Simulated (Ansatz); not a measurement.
**CH5BClFSi: a ladder of functionals and wavefunction methods**

One table from this session's results is given with a row withheld; the runs are named, their logs left out.

Program: Ansatz 0.2.0, Gaussian basis. Level of theory: functionals in def2-TZVPP, the program's frozen cores in correlated methods. These are calculated values, not measurements.

Levels to be run: PBE-D4, r2SCAN-D4, PBE0-D4, B3LYP-D4, ωB97X-V, ωB97M-V, B2PLYP; CCSD(T)/def2-TZVPP; MP2/def2-QZVPP; extrapolation to the limit.

## The relaxed structure

All runs share one geometry, relaxed beforehand with PBE0-D4 in a triple-zeta def2 set.

SMILES `C[SiH2]B(F)Cl`, 10 atoms, charge 0, spin multiplicity 1.

Atoms are counted from 1 here; the program's logs count them from 0.

Bond lengths: C1–Si2 1.870 Å, C1–H6 1.092 Å, C1–H7 1.092 Å, C1–H8 1.092 Å, Si2–B3 2.031 Å, Si2–H9 1.491 Å, Si2–H10 1.491 Å, B3–F4 1.317 Å, B3–Cl5 1.760 Å. Angles: Si2–C1–H6 110.6°, Si2–C1–H7 111.0°, Si2–C1–H8 110.6°, H6–C1–H7 108.3°, H6–C1–H8 107.9°, H7–C1–H8 108.3°, C1–Si2–B3 112.0°, C1–Si2–H9 111.1°, C1–Si2–H10 111.1°, B3–Si2–H9 107.7°, B3–Si2–H10 107.6°, H9–Si2–H10 107.3°, Si2–B3–F4 121.8°, Si2–B3–Cl5 121.8°, F4–B3–Cl5 116.4°.

As a file:

```mol
CH5BClFSi
  3D, bonds by distance, orders not assigned

 10  9  0  0  0  0  0  0  0  0999 V2000
   -1.3075    0.1867    0.6687 C   0  0
    0.5529    0.0422    0.5504 Si  0  0
    1.1686   -0.2932   -1.3554 B   0  0
    2.4426   -0.4351   -1.6592 F   0  0
    0.0277   -0.4093   -2.6904 Cl  0  0
   -1.7877   -0.7299    0.3192 H   0  0
   -1.6209    0.3667    1.6990 H   0  0
   -1.6695    1.0113    0.0508 H   0  0
    1.0583   -1.0792    1.3932 H   0  0
    1.2187    1.2886    1.0267 H   0  0
  1  2  8  0
  2  3  8  0
  3  4  8  0
  3  5  8  0
  1  6  8  0
  1  7  8  0
  1  8  8  0
  2  9  8  0
  2 10  8  0
M  END
```

The first run:

Contents of in.yaml:

```yaml
crystal:
  periodic: [false, false, false]
  atoms:
    - {symbol: C, position_ang: [-1.307516, 0.186714, 0.668681]}
    - {symbol: Si, position_ang: [0.552949, 0.042178, 0.550391]}
    - {symbol: B, position_ang: [1.168643, -0.293203, -1.355377]}
    - {symbol: F, position_ang: [2.442636, -0.435148, -1.659230]}
    - {symbol: Cl, position_ang: [0.027655, -0.409276, -2.690387]}
    - {symbol: H, position_ang: [-1.787745, -0.729874, 0.319239]}
    - {symbol: H, position_ang: [-1.620884, 0.366724, 1.698966]}
    - {symbol: H, position_ang: [-1.669521, 1.011329, 0.050846]}
    - {symbol: H, position_ang: [1.058322, -1.079198, 1.393162]}
    - {symbol: H, position_ang: [1.218660, 1.288553, 1.026709]}
basis:
  gaussian: {orbitals: def2-TZVPP}
hamiltonian: {xc: pbe, dispersion: d4}
output: {forces: true, orbitals: {seedname: orbitals}}
```

The run is started by

```sh
$ ansatz run in.yaml --threads 4 --pin off --events-out ev --progress --plain --max-ram 10444MiB
```

Among the steps run: PBE-D4 (GGA); r2SCAN-D4 (meta-GGA); PBE0-D4 (hybrid); B3LYP-D4 (hybrid); ωB97X-V (range-separated); ωB97M-V (range-separated); B2PLYP (double hybrid); CCSD(T) in def2-TZVPP; MP2 in def2-QZVPP.

One of the session's tables, all rows but one given; the rest of the session is left out.

It belongs to the step «Atomisation energies». 

| method | atomisation energy (kJ/mol) |
| --- | --- |
| PBE-D4 | 3697.4 |
| r2SCAN-D4 | 3671.5 |
| PBE0-D4 | 3652.0 |
| B3LYP-D4 | 3638.7 |
| ωB97X-V | 3660.8 |
| ωB97M-V | 3660.0 |
| B2PLYP | 3605.9 |
| HF/def2-TZVPP | ? |
| MP2/def2-TZVPP | 3618.8 |
| CCSD/def2-TZVPP | 3507.3 |
| CCSD(T)/def2-TZVPP | 3554.9 |
| MP2/CBS | 3702.8 |
| CCSD(T)/CBS | 3639.0 |

Q: Estimate the row for HF/def2-TZVPP from the others.

**Answer.** atomisation energy (kJ/mol): 2801.2. In the column «atomisation energy (kJ/mol)» it is the lowest.
